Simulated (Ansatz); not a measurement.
# Si₂H₇Cl (built from SMILES [SiH3]Cl.[SiH4]): search for a transition state, part 3 of 3

Ansatz 0.2.0, Gaussian basis; PBE0-D4.

## Step 8: Relaxing after a step of 0.30 Å the other way along the mode

downb/in.yaml reads:

```yaml
crystal:
  periodic: [false, false, false]
  atoms:
    - {symbol: Si, position_ang: [-0.708018, 0.832249, -0.695934]}
    - {symbol: H, position_ang: [-0.386309, -0.663696, -0.481895]}
    - {symbol: H, position_ang: [-2.162599, 0.780435, -0.479556]}
    - {symbol: H, position_ang: [-0.197129, 2.032397, 0.067278]}
    - {symbol: Cl, position_ang: [-0.217192, 1.094842, -2.662269]}
    - {symbol: H, position_ang: [0.128443, -1.911668, 0.160573]}
    - {symbol: Si, position_ang: [0.758087, -0.733789, 0.846928]}
    - {symbol: H, position_ang: [-0.644393, -0.331915, 1.565522]}
    - {symbol: H, position_ang: [1.717118, -0.542498, -0.343517]}
    - {symbol: H, position_ang: [1.711994, -0.556356, 2.022770]}
basis:
  gaussian: {orbitals: def2-TZVP}
hamiltonian: {xc: pbe0, dispersion: d4}
relax: {f_tol: 0.005, max_steps: 200}
```

The run is started by

```
$ ansatz run in.yaml --threads 4 --pin off --events-out ev --progress --plain --max-ram 9574MiB
```

The log of the run:

```text
Functional definition: PBE0
  name "PBE0"
  cite "Adamo & Barone, J. Chem. Phys. 110, 6158 (1999) doi:10.1063/1.478522"
  cite "Perdew, Burke & Ernzerhof, Phys. Rev. Lett. 77, 3865 (1996) doi:10.1103/PhysRevLett.77.3865"
  parent pbe
  parameter a = 0.25
  parameter kappa = 0.804
  parameter beta = 0.06672455060314922
  exchange = (1 - a)*pbe_x(kappa = kappa, mu = beta*pi^2/3) + a*exact_x
  correlation = pbe_c(beta = beta)
1112 factors; their error is unknown
mean field evaluation 1: about -28379.4579 eV, gradient 1.4e1 eV
mean field evaluation 2: about -28379.9156 eV, gradient 8.3e0 eV
mean field evaluation 4: about -28380.1122 eV, gradient 4.3e-1 eV
mean field evaluation 8: about -28380.2147 eV, gradient 1.3e-1 eV
mean field -28380.21471452 eV, -1042.9536539583 hartree, gradient 5.9e-5 eV, S^2 0.000000; 0 other end points of the search recorded, 0 dependent functions left out
the calculation of the forces begins
reference -28380.21474884 eV, -1042.9536552193 hartree; 26, 26 occupied and 127, 127 virtual orbitals, 1112 factors
relax step   1: F+E_penalty+E_count = -28380.40123026 eV  Δ(F+E_penalty+E_count) = +0.000e0 eV  max|allowed force component| = 1.335e0 eV/Å  Δτ_max = 0.0000 Å  (23 SCF iters, accepted)
these checks for a lower state are left out or cut short: starts, cluster_reference, orbital_swaps, neighbouring_geometries, increment
1112 factors; their error is unknown
mean field evaluation 16: about -28380.6527 eV, gradient 5.7e0 eV
mean field -28380.92547442 eV, -1042.9797739026 hartree, gradient 1.5e-5 eV, S^2 0.000000; 0 other end points of the search recorded, 0 dependent functions left out
the calculation of the forces begins
reference -28380.92550923 eV, -1042.9797751818 hartree; 26, 26 occupied and 127, 127 virtual orbitals, 1112 factors
relax step   2: F+E_penalty+E_count = -28381.10969507 eV  Δ(F+E_penalty+E_count) = -7.085e-1 eV  max|allowed force component| = 7.336e-1 eV/Å  Δτ_max = 0.1991 Å  (26 SCF iters, accepted)
these checks for a lower state are left out or cut short: starts, cluster_reference, orbital_swaps, neighbouring_geometries, increment
1112 factors; their error is unknown
mean field -28381.62404738 eV, -1043.0054459855 hartree, gradient 2.3e-5 eV, S^2 0.000000; 0 other end points of the search recorded, 0 dependent functions left out
the calculation of the forces begins
reference -28381.62408244 eV, -1043.0054472739 hartree; 26, 26 occupied and 127, 127 virtual orbitals, 1112 factors
relax step   3: F+E_penalty+E_count = -28381.80469767 eV  Δ(F+E_penalty+E_count) = -6.950e-1 eV  max|allowed force component| = 5.523e-1 eV/Å  Δτ_max = 0.1956 Å  (25 SCF iters, accepted)
[... from here on, the SCF cycles and remarks between the steps are left out ...]
relax step   4: F+E_penalty+E_count = -28382.23692213 eV  Δ(F+E_penalty+E_count) = -4.322e-1 eV  max|allowed force component| = 2.499e-1 eV/Å  Δτ_max = 0.1991 Å  (25 SCF iters, accepted)
relax step   5: F+E_penalty+E_count = -28382.46090350 eV  Δ(F+E_penalty+E_count) = -2.240e-1 eV  max|allowed force component| = 1.374e-1 eV/Å  Δτ_max = 0.1949 Å  (25 SCF iters, accepted)
relax step   6: F+E_penalty+E_count = -28382.54229099 eV  Δ(F+E_penalty+E_count) = -8.139e-2 eV  max|allowed force component| = 1.426e-1 eV/Å  Δτ_max = 0.1799 Å  (24 SCF iters, accepted)
relax step   7: F+E_penalty+E_count = -28382.56505692 eV  Δ(F+E_penalty+E_count) = -2.277e-2 eV  max|allowed force component| = 1.390e-1 eV/Å  Δτ_max = 0.1997 Å  (26 SCF iters, accepted)
relax step   8: F+E_penalty+E_count = -28382.56908272 eV  Δ(F+E_penalty+E_count) = -4.026e-3 eV  max|allowed force component| = 1.743e-2 eV/Å  Δτ_max = 0.0607 Å  (24 SCF iters, accepted)
relax step   9: F+E_penalty+E_count = -28382.56966296 eV  Δ(F+E_penalty+E_count) = -5.802e-4 eV  max|allowed force component| = 1.658e-2 eV/Å  Δτ_max = 0.0374 Å  (25 SCF iters, accepted)
relax step  10: F+E_penalty+E_count = -28382.56992855 eV  Δ(F+E_penalty+E_count) = -2.656e-4 eV  max|allowed force component| = 8.219e-3 eV/Å  Δτ_max = 0.0357 Å  (25 SCF iters, accepted)
relax step  11: F+E_penalty+E_count = -28382.57004271 eV  Δ(F+E_penalty+E_count) = -1.142e-4 eV  max|allowed force component| = 9.486e-3 eV/Å  Δτ_max = 0.0221 Å  (25 SCF iters, accepted)
relax step  12: F+E_penalty+E_count = -28382.57033717 eV  Δ(F+E_penalty+E_count) = -2.945e-4 eV  max|allowed force component| = 5.239e-2 eV/Å  Δτ_max = 0.0806 Å  (24 SCF iters, accepted)
relax step  13: F+E_penalty+E_count = -28382.57064245 eV  Δ(F+E_penalty+E_count) = -3.053e-4 eV  max|allowed force component| = 5.208e-2 eV/Å  Δτ_max = 0.0244 Å  (24 SCF iters, accepted)
relax step  14: F+E_penalty+E_count = -28382.57026188 eV  Δ(F+E_penalty+E_count) = +3.806e-4 eV  max|allowed force component| = 2.152e-1 eV/Å  Δτ_max = 0.1980 Å  (26 SCF iters, rejected (line search))
relax step  15: F+E_penalty+E_count = -28382.57187157 eV  Δ(F+E_penalty+E_count) = -1.229e-3 eV  max|allowed force component| = 4.562e-2 eV/Å  Δτ_max = 0.0967 Å  (23 SCF iters, accepted)
relax step  16: F+E_penalty+E_count = -28382.57282991 eV  Δ(F+E_penalty+E_count) = -9.583e-4 eV  max|allowed force component| = 1.028e-1 eV/Å  Δτ_max = 0.0974 Å  (24 SCF iters, accepted)
relax step  17: F+E_penalty+E_count = -28382.57364815 eV  Δ(F+E_penalty+E_count) = -8.182e-4 eV  max|allowed force component| = 1.403e-1 eV/Å  Δτ_max = 0.0653 Å  (24 SCF iters, accepted)
relax step  18: F+E_penalty+E_count = -28382.57488078 eV  Δ(F+E_penalty+E_count) = -1.233e-3 eV  max|allowed force component| = 1.219e-1 eV/Å  Δτ_max = 0.0458 Å  (24 SCF iters, accepted)
relax step  19: F+E_penalty+E_count = -28382.57732728 eV  Δ(F+E_penalty+E_count) = -2.446e-3 eV  max|allowed force component| = 2.150e-1 eV/Å  Δτ_max = 0.1951 Å  (27 SCF iters, accepted)
relax step  20: F+E_penalty+E_count = -28382.57945149 eV  Δ(F+E_penalty+E_count) = -2.124e-3 eV  max|allowed force component| = 1.766e-1 eV/Å  Δτ_max = 0.0598 Å  (24 SCF iters, accepted)
relax step  21: F+E_penalty+E_count = -28382.58273146 eV  Δ(F+E_penalty+E_count) = -3.280e-3 eV  max|allowed force component| = 9.335e-2 eV/Å  Δτ_max = 0.0392 Å  (23 SCF iters, accepted)
relax step  22: F+E_penalty+E_count = -28382.58543438 eV  Δ(F+E_penalty+E_count) = -2.703e-3 eV  max|allowed force component| = 7.856e-2 eV/Å  Δτ_max = 0.1038 Å  (25 SCF iters, accepted)
relax step  23: F+E_penalty+E_count = -28382.58652704 eV  Δ(F+E_penalty+E_count) = -1.093e-3 eV  max|allowed force component| = 8.004e-2 eV/Å  Δτ_max = 0.1007 Å  (24 SCF iters, accepted)
relax step  24: F+E_penalty+E_count = -28382.58716278 eV  Δ(F+E_penalty+E_count) = -6.357e-4 eV  max|allowed force component| = 4.006e-2 eV/Å  Δτ_max = 0.0174 Å  (25 SCF iters, accepted)
relax step  25: F+E_penalty+E_count = -28382.58737970 eV  Δ(F+E_penalty+E_count) = -2.169e-4 eV  max|allowed force component| = 1.712e-3 eV/Å  Δτ_max = 0.0172 Å  (25 SCF iters, accepted)
relax step  26: F+E_penalty+E_count = -28382.58748207 eV  Δ(F+E_penalty+E_count) = -1.024e-4 eV  max|allowed force component| = 6.911e-3 eV/Å  Δτ_max = 0.0238 Å  (24 SCF iters, accepted)
relax step  27: F+E_penalty+E_count = -28382.58750024 eV  Δ(F+E_penalty+E_count) = -1.817e-5 eV  max|allowed force component| = 1.424e-2 eV/Å  Δτ_max = 0.0315 Å  (24 SCF iters, accepted)
these checks for a lower state are left out or cut short: starts, cluster_reference, orbital_swaps, neighbouring_geometries, increment
1112 factors; their error is unknown
mean field -28382.43796694 eV, -1043.0353569776 hartree, gradient 8.0e-6 eV, S^2 0.000000; 0 other end points of the search recorded, 0 dependent functions left out
the calculation of the forces begins
reference -28382.43800475 eV, -1043.0353583671 hartree; 26, 26 occupied and 127, 127 virtual orbitals, 1112 factors
relax step  28: F+E_penalty+E_count = -28382.58754413 eV  Δ(F+E_penalty+E_count) = -4.389e-5 eV  max|allowed force component| = 3.154e-3 eV/Å  Δτ_max = 0.0044 Å  (22 SCF iters, accepted)
1112 factors; their error is unknown
mean field -28382.43796694 eV, -1043.0353569776 hartree, gradient 8.1e-6 eV, S^2 0.000000; 1 other end points of the search recorded, 0 dependent functions left out
the calculation of the forces begins
reference -28382.43800475 eV, -1043.0353583671 hartree; 26, 26 occupied and 127, 127 virtual orbitals, 1112 factors
Total energy: -28382.58758194 eV, -1043.0408552275 hartree
Atom 0 at    -0.952085     1.001271    -1.234549 Å, force     0.002437    -0.002218     0.000412 eV/Å
Atom 1 at    -0.330411    -0.315871    -1.507328 Å, force    -0.000529     0.001224     0.001367 eV/Å
Atom 2 at    -2.124516     0.848469    -0.344165 Å, force     0.000722    -0.000044    -0.000685 eV/Å
Atom 3 at     0.038857     1.929215    -0.644692 Å, force    -0.001956     0.000027    -0.000049 eV/Å
Atom 4 at    -1.593847     1.788306    -3.021691 Å, force    -0.000302     0.000821    -0.000754 eV/Å
Atom 5 at     0.596431    -2.370925     0.795010 Å, force    -0.001029     0.001091     0.000630 eV/Å
Atom 6 at     0.997324    -1.054647     1.350117 Å, force     0.001308    -0.001151    -0.003154 eV/Å
Atom 7 at    -0.172678    -0.135318     1.321513 Å, force     0.001236    -0.000449     0.001510 eV/Å
Atom 8 at     2.091171    -0.475534     0.531265 Å, force    -0.001399    -0.000041     0.000587 eV/Å
Atom 9 at     1.449756    -1.214967     2.754419 Å, force    -0.000488     0.000739     0.000136 eV/Å
Dipole moment:     0.111255    -0.129961     0.263441 e Å
```

Run time: 36 s. Hardware: 4 threads of Arm Neoverse V2, shared host.

Along the way:

```
step  energy from step 1 (eV)  largest force component (eV/Å)
   1                   0.0000                          1.3350
   2                  -0.7085                          0.7336
   3                  -1.4035                          0.5523
   4                  -1.8357                          0.2499
   5                  -2.0597                          0.1374
   6                  -2.1411                          0.1426
   7                  -2.1638                          0.1390
   8                  -2.1679                          0.0174
   9                  -2.1684                          0.0166
  10                  -2.1687                          0.0082
  11                  -2.1688                          0.0095
  12                  -2.1691                          0.0524
  13                  -2.1694                          0.0521
  14                  -2.1690                          0.2152
  15                  -2.1706                          0.0456
  16                  -2.1716                          0.1028
  17                  -2.1724                          0.1403
  18                  -2.1737                          0.1219
  19                  -2.1761                          0.2150
  20                  -2.1782                          0.1766
  21                  -2.1815                          0.0933
  22                  -2.1842                          0.0786
  23                  -2.1853                          0.0800
  24                  -2.1859                          0.0401
  25                  -2.1862                          0.0017
  26                  -2.1863                          0.0069
  27                  -2.1863                          0.0142
  28                  -2.1863                          0.0032
```

Distances of close pairs at the start and the end, largest changes first:

```
   bond  before (Å)  after (Å)  change (Å)
 Si7–H8       1.626      1.488      -0.138
 Si1–H2       1.545      1.482      -0.063
 Si7–H9       1.541      1.484      -0.057
Si7–H10       1.524      1.484      -0.040
 Si1–H4       1.511      1.480      -0.031
 H6–Si7       1.502      1.484      -0.018
Si1–Cl5       2.044      2.056      +0.012
 Si1–H3       1.471      1.480      +0.009
```

## Step 9: What the saddle joins

```
   pair  start side (Å)  saddle (Å)  end side (Å)
Si1–Si7           3.835       2.543         2.338
  H2–H6           3.222       1.022         0.747
 Si1–H2           1.482       1.832         3.496
 H6–Si7           1.484       1.672         4.139
```

## Step 10: What came out

The summary covers parts 1 to 3.

| quantity | value |
| --- | --- |
| imaginary mode | 1225i cm⁻¹ |
| barrier from the start side | 273.3 kJ/mol |
| barrier from the end side | 258.0 kJ/mol |
| energy of the step | +15.3 kJ/mol |
| pairs that change | Si1–Si7 formed, H2–H6 formed, Si1–H2 broken, H6–Si7 broken |
| zero-point energy at the saddle | 1.556 eV |

The point has a single imaginary mode (1225i cm⁻¹), as a transition state must. The two relaxations end on the structures that were planned. At PBE0-D4/def2-TZVP the electronic barrier is 273.3 kJ/mol, about 110 kT at 298 K, and the step runs 15.3 kJ/mol uphill. The barrier is thin enough for tunnelling; the leading (Wigner) term alone is a factor of 2.5 at 298 K. A step off the saddle overshot and began above it in energy, so the link to its end is likely but not proven. Lower complexes than these ends may exist.
